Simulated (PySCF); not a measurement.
# A diatomic session: ReCl

Aim: find the lowest electronic state of ReCl, scan its bond at several levels of theory, and get bond length, wavenumber and dissociation energy from each curve.

Computed with PySCF 2.14.0. Level: Re def2-TZVPP with ECP60, Cl def2-TZVPP, scalar-relativistic core potentials.

## (1) Set-up

The job is set up so:

| Quantity | Value |
| --- | --- |
| atoms | Re, Cl |
| charge | 0 |
| basis | Re def2-TZVPP with ECP60, Cl def2-TZVPP |
| Hamiltonian | scalar-relativistic core potentials |
| basis functions | 98 |
| electrons treated | 32 |
| masses in u | 186.9558, 34.9689 |
| levels | PBE0, PBE, r²SCAN, MN15, BHandHLYP, BLYP, PBEsol, CAM-B3LYP, HF, MP2, SCS-MP2, CCSD, CCSD(T) |
| grid | 80 radial by 434 angular points |
| occupations | held fixed by the projection of orbital angular momentum |
| dissociation limit | Re + Cl, each in its ground configuration |
| starting distance in angstrom | 2.220 |
| values of 2S to try | 0, 2, 4, 6, 8 |

The run is started by

```console
> OMP_NUM_THREADS=2 python dia.py task.json out
```

Further steps of the session: First curve: PBE0; Excited determinants; PBE; r²SCAN; MN15; BHandHLYP (global hybrid GGA); BLYP (GGA); PBEsol (GGA); CAM-B3LYP (range-separated hybrid); UHF (mean field); MP2 and coupled cluster.

**Question.** What will these runs give? Wanted: for each run, Re; ωe; De; μ.

The runs gave:

Lowest PBE0 solution found, without spin–orbit coupling: ⁷Σ⁺ (septet), unpaired electrons σ ↑↑, π ↑↑, δ ↑↑. State 2 has its PBE0 minimum 0.22 eV higher. State 3 has its PBE0 minimum 0.91 eV higher. State 4 has its PBE0 minimum 0.99 eV higher. The other levels ran on the lowest alone.

```
      level  Re (Å)  ωe (cm⁻¹)  De (eV)  μ (D)
        UHF   2.439        305     2.88  -3.35
    UHF-MP2   2.353        336     3.19    n/a
UHF-SCS-MP2   2.367        330     2.86    n/a
   UHF-CCSD   2.373        329     2.97    n/a
UHF-CCSD(T)   2.367        331     3.00    n/a
        PBE   2.364        316     3.41  -1.84
     PBEsol   2.336        329     3.69  -1.63
       BLYP   2.400      298.0     2.79  -2.00
     r²SCAN   2.368        321     3.68  -2.28
       PBE0   2.360        323     3.39  -2.25
       MN15   2.345        333     3.04  -2.24
  BHandHLYP   2.389        315     2.75  -2.72
  CAM-B3LYP   2.372        321     2.89  -2.33
```

De is counted to Re + Cl in their ground configurations. A positive dipole means Re(−)Cl(+).

Differences from CCSD(T) in the same basis:

```
      level  Re (mÅ)  ωe (%)
        UHF      +72    -7.8
    UHF-MP2      -14    +1.3
UHF-SCS-MP2        0    -0.5
   UHF-CCSD       +7    -0.7
        PBE       -3    -4.7
     PBEsol      -30    -0.8
       BLYP      +34   -10.1
     r²SCAN       +2    -3.1
       PBE0       -6    -2.5
       MN15      -22    +0.4
  BHandHLYP      +23    -5.0
  CAM-B3LYP       +5    -3.2
```

In words: Against CCSD(T) in the same basis, the bond length is nearest at UHF-SCS-MP2 (0 mÅ) and farthest at UHF (+72 mÅ); the wavenumber is nearest at MN15 (+0.4 %) and farthest at BLYP (-10.1 %). Among the levels with a De in the table, it runs from 2.75 eV (BHandHLYP) to 3.69 eV (PBEsol).

Correlated steps freeze 5 core orbitals. These are scalar-relativistic numbers at best; spin–orbit coupling would shift them, the dissociation energy most. With d or f electrons several states lie close, and the lowest PBE0 determinant need not be the measured ground state. At some levels the lowest empty orbital lies below the highest filled one (the two can be of opposite spin). With spin–orbit coupling the term label itself may not hold.
